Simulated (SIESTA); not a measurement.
**NbRu3C under changes of volume**

One of the cells (13.704 Å³/atom); the others are scaled copies at fixed shape and fractional positions:

```
Ru Nb C
1.0
     4.09206    0.00000    0.00000
     0.00000    4.09206    0.00000
     0.00000    0.00000    4.09206
Ru Nb C
3 1 1
Direct
  0.50000 0.50000 0.00000
  0.50000 0.00000 0.50000
  0.00000 0.50000 0.50000
  0.00000 0.00000 0.00000
  0.50000 0.50000 0.50000
```

The cell comes from a database or a generator and needn't be the stable form of this composition.

```yaml
Program: SIESTA 5.4.2
Functional: PBE
Potentials_or_basis: PseudoDojo 0.4 standard (PBE files)
Basis: DZP (energy shift 0.003 Ry; two zetas on semicore shells)
Grid_cutoff: 800 Ry
Energy_shift: 0.003 Ry
k_mesh: 7 × 7 × 7
Occupations: fermi-dirac, width 0.05 eV
Spin: no spin polarisation
```

```csv
volume (Å³/atom),energy over the lowest point (meV/atom),pressure (GPa)
12.629,?,?
12.898,18.43,13.3
13.167,2.09,6.5
13.704,0.00,-4.7
13.973,12.10,-9.6
14.242,32.09,-13.9
```

What does the run at 12.629 Å³/atom give?

Energy over the lowest point 46.83 meV/atom; pressure 20.7 GPa.

Worked out: A Birch-Murnaghan fit of order 3 (a polynomial in V^(-2/3)) to the other rows has its minimum at 13.46 Å³/atom with B0 = V·E''(V) = 279 GPa and B' = 4.1. It gives 46.38 meV/atom at 12.629 Å³/atom, against the run's 46.83, and -dE/dV = 20.4 GPa, against 20.7.

Energies are extrapolated to zero smearing.

Caveats: the basis of atomic orbitals isn't converged, which shifts pressures, moduli and gaps.
